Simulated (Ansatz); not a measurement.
# Sb (fcc type): a single-point run

Aim: a sound single-point run of Sb (fcc type).

Computed with Ansatz 0.2.0 (DFT, PBEsol, PAW with Ansatz's default frozen-core files, scalar-relativistic, unless a step's input says otherwise).

1 further run of the same task is left out (it didn't finish). Runs told in other sessions of the task aren't counted.

## (1) The starting structure

The structure is cubic, space group Fm-3m (No. 225). Conventional cell: a = 3.977 Å, b = 3.977 Å, c = 3.977 Å, α = 90.00°, β = 90.00°, γ = 90.00°. Sb (site symmetry m-3m) has 12 Sb at 2.81 Å in its first shell of neighbours.

The input asks for a charge of -6 e on the cell.

Structure file:

```
CELL_PARAMETERS angstrom
0.00000 1.98858 1.98858
1.98858 0.00000 1.98858
1.98858 1.98858 0.00000
ATOMIC_POSITIONS crystal
Sb 0.00000 0.00000 0.00000
```

## (2) Input and run

Input file input.yaml:

```yaml
crystal:
  lattice:
    - [0.0, 1.9885796872, 1.9885796872]
    - [1.9885796872, 0.0, 1.9885796872]
    - [1.9885796872, 1.9885796872, 0.0]
  atoms:
    - { symbol: Sb, position: [0.0, 0.0, 0.0] }
kpoints:
  mp_grid: { grid: [15, 15, 15] }
scf:
  occupations: { method: fermi_dirac, width: 0.1 }
  max_iter: 75
hamiltonian:
  xc: pbesol
  pseudopotentials: { kind: paw }
output:
  forces: true
  stress: true
  eigenvalues: true
  populations: true
total_charge: -6
```

Command:

```console
ansatz run input.yaml --threads 1 --pin off --max-ram 2048MiB --backend cpu --events-out ev --progress --plain --runs-dir out
```

Q: Will this input give a usable result? If not, why, and what should change?

This run ends as converged. It gives a pressure of 176 GPa, which is large; a structure far from rest gives such values too, whatever the setting.

Look at the input: total_charge is -6. With this charge the calculation describes a differently charged system.

To check: delete total_charge (the default then holds).
